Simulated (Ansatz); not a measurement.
# TlIrS2: the cost of one run

Computed with Ansatz 0.2.0 (DFT LDA+U (U_eff = 1 eV on Ir d), plane waves, PAW, no spin–orbit coupling unless a run says so, unless a step's input says otherwise).

1 further run of the same task is left out (it didn't finish). Runs told in other sessions of the task aren't counted.

### Step 1. The starting structure

The structure is trigonal, space group R-3m (No. 166). Conventional cell: a = 3.863 Å, b = 3.863 Å, c = 21.037 Å, α = 90.00°, β = 90.00°, γ = 120.00°. Tl (site symmetry -3m) has 6 S at 3.07 Å in its first shell of neighbours. Ir (site symmetry -3m) is surrounded by 6 S at 2.63 Å. Around S (site symmetry 3m) lie 3 Ir at 2.63 Å and 3 Tl at 3.07 Å.

Coordinates:

```
CELL_PARAMETERS angstrom
1.93157 1.11519 7.01234
-1.93157 1.11519 7.01234
0.00000 -2.23038 7.01234
ATOMIC_POSITIONS crystal
Tl 0.50000 0.50000 0.50000
Ir 0.00000 0.00000 0.00000
S 0.26670 0.26670 0.26670
S 0.73330 0.73330 0.73330
```

An earlier series on this cell reached its lowest free state from «ferromagnetic start, free, default search», perhaps among other starts (it ended with site moments under 0.05 μB).

### Step 2. Site moments held (series factor 0.8; the input gives the size)

input.yaml reads:

```yaml
crystal:
  lattice:
    - [1.93156972, 1.1151923, 7.01233518]
    - [-1.93156972, 1.1151923, 7.01233518]
    - [0.0, -2.2303846, 7.01233518]
  atoms:
    - { symbol: Tl, position: [0.5, 0.5, 0.5] }
    - { symbol: Ir, position: [0.0, 0.0, 0.0], spin: 3.2 }
    - { symbol: S, position: [0.2667, 0.2667, 0.2667] }
    - { symbol: S, position: [0.7333, 0.7333, 0.7333] }
basis:
  ecutwfc: 420
  ecutrho_ratio: 4
kpoints:
  mp_grid: { grid: [6, 6, 6] }
hamiltonian:
  xc: lda
  hubbard:
    sites:
      - { site: 1, l: d, u_eff: 1.0, starting_ns: [{ spin: up, occupation_matrix: s1up }, { spin: down, occupation_matrix: s1down }] }
    occupation_matrices:
      s1up:
        matrix:
          - [0.97, 0.0, 0.0, 0.0, 0.0]
          - [0.0, 0.97, 0.0, 0.0, 0.0]
          - [0.0, 0.0, 0.97, 0.0, 0.0]
          - [0.0, 0.0, 0.0, 0.97, 0.0]
          - [0.0, 0.0, 0.0, 0.0, 0.97]
      s1down:
        matrix:
          - [0.02, 0.0, 0.0, 0.0, 0.0]
          - [0.0, 0.32971, 0.0, 0.0, 0.44531]
          - [0.0, 0.0, 0.02, 0.0, 0.0]
          - [0.0, 0.0, 0.0, 0.02, 0.0]
          - [0.0, 0.44531, 0.0, 0.0, 0.66029]
    ns_hold: { iters: 8 }
scf:
  occupations: { method: gaussian, width: 0.05 }
  lower_state_search: "off"
  max_iter: 150
output:
  forces: true
  stress: true
  eigenvalues: true
  populations: true
  hubbard: { sites: [{ site: 1, l: d }] }
magnetization:
  spin_polarized: true
  spin_locking: { lock_spins: true }
```

The typed matrices put 0.97 on the chosen orbitals and 0.02 on the others, and are held for 8 cycles. The lock stays on to the end, so the result is a constrained state unless its moments die out.

Run with:

```console
$ ansatz run input.yaml --threads 2 --pin off --max-ram 3072MiB --backend cpu --events-out ev --progress --plain --runs-dir out
```

**Question.** How long does this run take on 2 threads of Arm Neoverse N1, shared host, and how much memory does it need?

About 71 s, with a peak of 0.64 GiB.
